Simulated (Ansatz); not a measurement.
**Nudged elastic band run: TiSi16**

input.yaml

```yaml
crystal:
  lattice:
    - [0.0, 5.43, 5.43]
    - [5.43, 0.0, 5.43]
    - [5.43, 5.43, 0.0]
  atoms:
    - { symbol: Si, position: [3.525e-05, -9.982e-05, 1.958e-05] }
    - { symbol: Si, position: [0.12084591, 0.12112184, 0.12103281] }
    - { symbol: Si, position: [-0.00390273, -0.00307173, 0.5034802] }
    - { symbol: Si, position: [0.12092338, 0.12109499, 0.63701214] }
    - { symbol: Si, position: [-0.00385975, 0.50358908, -0.00339499] }
    - { symbol: Si, position: [0.12098594, 0.63694814, 0.12105138] }
    - { symbol: Si, position: [-0.00379085, 0.5036944, 0.50375712] }
    - { symbol: Si, position: [0.1290071, 0.62394675, 0.62364915] }
    - { symbol: Si, position: [0.50325637, -0.00307673, -0.00344226] }
    - { symbol: Si, position: [0.63697659, 0.12112564, 0.12101918] }
    - { symbol: Si, position: [0.50343256, -0.00307846, 0.50342455] }
    - { symbol: Si, position: [0.62320563, 0.12984155, 0.62363098] }
    - { symbol: Si, position: [0.50361604, 0.50354515, -0.00341343] }
    - { symbol: Si, position: [0.62323396, 0.623956, 0.1294697] }
    - { symbol: Si, position: [0.49964781, 0.50047415, 0.50010437] }
    - { symbol: Si, position: [0.62328046, 0.62394562, 0.6236387] }
    - { symbol: Ti, position: [0.24981205, 0.25023285, 0.25006693] }
basis:
  ecutwfc: 420.0
kpoints:
  mp_grid: { grid: [2, 2, 2] }
hamiltonian:
  xc: pbe
  pseudopotentials: { kind: paw, azcp: { folder: soft_1 } }
scf:
  occupations: { method: fermi_dirac, width: 0.05 }
  lower_state_search: "off"
neb:
  images: 3
  f_tol: 0.03
  initial_path: idpp
  max_iterations: 63
  optimiser: fire
  final_atoms:
    - { symbol: Si, position: [0.00126421, -0.00362193, 0.00141199] }
    - { symbol: Si, position: [0.12131207, 0.12912333, 0.12145113] }
    - { symbol: Si, position: [-0.0119617, 0.00465982, 0.50391078] }
    - { symbol: Si, position: [0.12124332, 0.12917729, 0.62860672] }
    - { symbol: Si, position: [0.00135735, 0.50202582, 0.00147135] }
    - { symbol: Si, position: [0.12484034, 0.62572627, 0.12502296] }
    - { symbol: Si, position: [0.00126873, 0.50202464, 0.49571328] }
    - { symbol: Si, position: [0.12125274, 0.62213939, 0.62852883] }
    - { symbol: Si, position: [0.50374131, 0.00470698, -0.0118083] }
    - { symbol: Si, position: [0.62845426, 0.1291592, 0.12139789] }
    - { symbol: Si, position: [0.50378422, 0.00457844, 0.50392229] }
    - { symbol: Si, position: [0.62481689, 0.12565946, 0.62494288] }
    - { symbol: Si, position: [0.49554301, 0.50201973, 0.00141382] }
    - { symbol: Si, position: [0.62839438, 0.62213636, 0.12138902] }
    - { symbol: Si, position: [0.50377208, 0.48894147, 0.50398961] }
    - { symbol: Si, position: [0.6283963, 0.62211336, 0.62853291] }
    - { symbol: Ti, position: [0.3748304, -0.12428039, 0.37499504] }
  order_check: true
```

Command:

```bash
$ ansatz run input.yaml --threads 1 --pin off --max-ram 3072MiB --backend cpu --events-out ev --progress --plain --runs-dir out
```

Output, in part (warnings, iteration lines):

```
NEB end point (image 0): max|allowed force component| = 2.152e-2 eV/Å (the criterion of neb.relax_end_points is 1.000e-2)
NEB end point (image 4): max|allowed force component| = 7.057e-3 eV/Å (the criterion of neb.relax_end_points is 1.000e-2)
NEB iter   1: max|band force component| = 3.801e0 eV/Å  barrier→ = 2.5071 eV  barrier← = 2.5072 eV  Δτ_max = 0.0694 Å  (48 SCF iters)
NEB iter   2: max|band force component| = 1.870e0 eV/Å  barrier→ = 2.1066 eV  barrier← = 2.1067 eV  Δτ_max = 0.1026 Å  (21 SCF iters)
NEB iter   3: max|band force component| = 8.095e-1 eV/Å  barrier→ = 1.9755 eV  barrier← = 1.9756 eV  Δτ_max = 0.0041 Å  (21 SCF iters)
NEB iter   4: max|band force component| = 7.466e-1 eV/Å  barrier→ = 1.9567 eV  barrier← = 1.9568 eV  Δτ_max = 0.0076 Å  (18 SCF iters)
NEB iter   5: max|band force component| = 6.282e-1 eV/Å  barrier→ = 1.9280 eV  barrier← = 1.9281 eV  Δτ_max = 0.0100 Å  (18 SCF iters)
NEB iter   6: max|band force component| = 4.682e-1 eV/Å  barrier→ = 1.9021 eV  barrier← = 1.9021 eV  CI = image 2  Δτ_max = 0.0109 Å  (18 SCF iters)
NEB iter   7: max|band force component| = 2.873e-1 eV/Å  barrier→ = 1.8877 eV  barrier← = 1.8878 eV  CI = image 2  Δτ_max = 0.0117 Å  (18 SCF iters)
NEB iter   8: max|band force component| = 4.493e-1 eV/Å  barrier→ = 1.8844 eV  barrier← = 1.8845 eV  CI = image 2  Δτ_max = 0.0021 Å  (18 SCF iters)
NEB iter   9: max|band force component| = 3.948e-1 eV/Å  barrier→ = 1.8808 eV  barrier← = 1.8809 eV  CI = image 2  Δτ_max = 0.0038 Å  (18 SCF iters)
NEB iter  10: max|band force component| = 2.990e-1 eV/Å  barrier→ = 1.8749 eV  barrier← = 1.8750 eV  CI = image 2  Δτ_max = 0.0051 Å  (18 SCF iters)
NEB iter  11: max|band force component| = 2.551e-1 eV/Å  barrier→ = 1.8687 eV  barrier← = 1.8688 eV  CI = image 2  Δτ_max = 0.0058 Å  (18 SCF iters)
NEB iter  12: max|band force component| = 2.059e-1 eV/Å  barrier→ = 1.8636 eV  barrier← = 1.8637 eV  CI = image 2  Δτ_max = 0.0071 Å  (18 SCF iters)
NEB iter  13: max|band force component| = 1.857e-1 eV/Å  barrier→ = 1.8596 eV  barrier← = 1.8597 eV  CI = image 2  Δτ_max = 0.0082 Å  (18 SCF iters)
NEB iter  14: max|band force component| = 1.941e-1 eV/Å  barrier→ = 1.8555 eV  barrier← = 1.8556 eV  CI = image 2  Δτ_max = 0.0100 Å  (18 SCF iters)
NEB iter  15: max|band force component| = 1.970e-1 eV/Å  barrier→ = 1.8494 eV  barrier← = 1.8495 eV  CI = image 2  Δτ_max = 0.0119 Å  (18 SCF iters)
NEB iter  16: max|band force component| = 1.549e-1 eV/Å  barrier→ = 1.8407 eV  barrier← = 1.8408 eV  CI = image 2  Δτ_max = 0.0140 Å  (18 SCF iters)
NEB iter  17: max|band force component| = 1.085e-1 eV/Å  barrier→ = 1.8311 eV  barrier← = 1.8312 eV  CI = image 2  Δτ_max = 0.0162 Å  (18 SCF iters)
NEB iter  18: max|band force component| = 1.196e-1 eV/Å  barrier→ = 1.8224 eV  barrier← = 1.8225 eV  CI = image 2  Δτ_max = 0.0183 Å  (18 SCF iters)
NEB iter  19: max|band force component| = 1.697e-1 eV/Å  barrier→ = 1.8128 eV  barrier← = 1.8129 eV  CI = image 2  Δτ_max = 0.0197 Å  (18 SCF iters)
NEB iter  20: max|band force component| = 1.455e-1 eV/Å  barrier→ = 1.7993 eV  barrier← = 1.7993 eV  CI = image 2  Δτ_max = 0.0205 Å  (18 SCF iters)
NEB iter  21: max|band force component| = 1.405e-1 eV/Å  barrier→ = 1.7851 eV  barrier← = 1.7852 eV  CI = image 2  Δτ_max = 0.0204 Å  (18 SCF iters)
NEB iter  22: max|band force component| = 1.755e-1 eV/Å  barrier→ = 1.7729 eV  barrier← = 1.7730 eV  CI = image 2  Δτ_max = 0.0237 Å  (18 SCF iters)
NEB iter  23: max|band force component| = 1.434e-1 eV/Å  barrier→ = 1.7593 eV  barrier← = 1.7594 eV  CI = image 2  Δτ_max = 0.0284 Å  (18 SCF iters)
NEB iter  24: max|band force component| = 1.347e-1 eV/Å  barrier→ = 1.7496 eV  barrier← = 1.7497 eV  CI = image 2  Δτ_max = 0.0336 Å  (18 SCF iters)
NEB iter  25: max|band force component| = 1.150e-1 eV/Å  barrier→ = 1.7381 eV  barrier← = 1.7382 eV  CI = image 2  Δτ_max = 0.0046 Å  (19 SCF iters)
NEB iter  26: max|band force component| = 5.051e-2 eV/Å  barrier→ = 1.7366 eV  barrier← = 1.7367 eV  CI = image 2  Δτ_max = 0.0055 Å  (18 SCF iters)
NEB iter  27: max|band force component| = 9.475e-2 eV/Å  barrier→ = 1.7352 eV  barrier← = 1.7353 eV  CI = image 2  Δτ_max = 0.0039 Å  (18 SCF iters)
NEB iter  28: max|band force component| = 3.745e-2 eV/Å  barrier→ = 1.7345 eV  barrier← = 1.7346 eV  CI = image 2  Δτ_max = 0.0038 Å  (18 SCF iters)
NEB iter  29: max|band force component| = 7.938e-2 eV/Å  barrier→ = 1.7338 eV  barrier← = 1.7339 eV  CI = image 2  Δτ_max = 0.0009 Å  (18 SCF iters)
NEB iter  30: max|band force component| = 6.126e-2 eV/Å  barrier→ = 1.7336 eV  barrier← = 1.7337 eV  CI = image 2  Δτ_max = 0.0016 Å  (18 SCF iters)
NEB iter  31: max|band force component| = 3.414e-2 eV/Å  barrier→ = 1.7333 eV  barrier← = 1.7334 eV  CI = image 2  Δτ_max = 0.0019 Å  (18 SCF iters)
NEB iter  32: max|band force component| = 3.170e-2 eV/Å  barrier→ = 1.7330 eV  barrier← = 1.7331 eV  CI = image 2  Δτ_max = 0.0004 Å  (18 SCF iters)
NEB iter  33: max|band force component| = 3.179e-2 eV/Å  barrier→ = 1.7329 eV  barrier← = 1.7330 eV  CI = image 2  Δτ_max = 0.0008 Å  (18 SCF iters)
NEB iter  34: max|band force component| = 3.191e-2 eV/Å  barrier→ = 1.7327 eV  barrier← = 1.7328 eV  CI = image 2  Δτ_max = 0.0011 Å  (18 SCF iters)
NEB iter  35: max|band force component| = 3.195e-2 eV/Å  barrier→ = 1.7324 eV  barrier← = 1.7325 eV  CI = image 2  Δτ_max = 0.0015 Å  (18 SCF iters)
NEB iter  36: max|band force component| = 3.181e-2 eV/Å  barrier→ = 1.7320 eV  barrier← = 1.7321 eV  CI = image 2  Δτ_max = 0.0019 Å  (18 SCF iters)
NEB iter  37: max|band force component| = 3.139e-2 eV/Å  barrier→ = 1.7315 eV  barrier← = 1.7316 eV  CI = image 2  Δτ_max = 0.0022 Å  (18 SCF iters)
NEB iter  38: max|band force component| = 3.066e-2 eV/Å  barrier→ = 1.7310 eV  barrier← = 1.7311 eV  CI = image 2  Δτ_max = 0.0029 Å  (18 SCF iters)
NEB iter  39: max|band force component| = 2.956e-2 eV/Å  barrier→ = 1.7303 eV  barrier← = 1.7304 eV  CI = image 2  Δτ_max = 0.0000 Å  (206 SCF iters)
```

The run converged. By the program's own check the climbing image is a first-order saddle point (lowest curvatures found: -4.17 and 0.22 eV/Å²). Limits of this set-up: coarse k mesh, a small cell, in which the defect meets its images.

Final band (atoms are numbered from 1 in the order of the input):

```json
{"image": "0", "path coordinate (Å)": "0.00", "energy (eV)": "0.00", "Si5–Ti17 (Å)": "2.75", "Si6–Ti17 (Å)": "2.42", "Si7–Ti17 (Å)": "2.75"}
{"image": "1", "path coordinate (Å)": "0.75", "energy (eV)": "0.57", "Si5–Ti17 (Å)": "3.00", "Si6–Ti17 (Å)": "2.57", "Si7–Ti17 (Å)": "2.99"}
{"image": "2", "path coordinate (Å)": "1.49", "energy (eV)": "1.73", "Si5–Ti17 (Å)": "3.52", "Si6–Ti17 (Å)": "3.26", "Si7–Ti17 (Å)": "3.52"}
{"image": "3", "path coordinate (Å)": "2.23", "energy (eV)": "0.57", "Si5–Ti17 (Å)": "4.11", "Si6–Ti17 (Å)": "4.03", "Si7–Ti17 (Å)": "4.11"}
{"image": "4", "path coordinate (Å)": "2.97", "energy (eV)": "0.00", "Si5–Ti17 (Å)": "4.50", "Si6–Ti17 (Å)": "4.70", "Si7–Ti17 (Å)": "4.50"}
```

Run time: 16 min on 1 thread of Arm Neoverse V2, with other jobs on the host, peak memory 0.8 GiB.
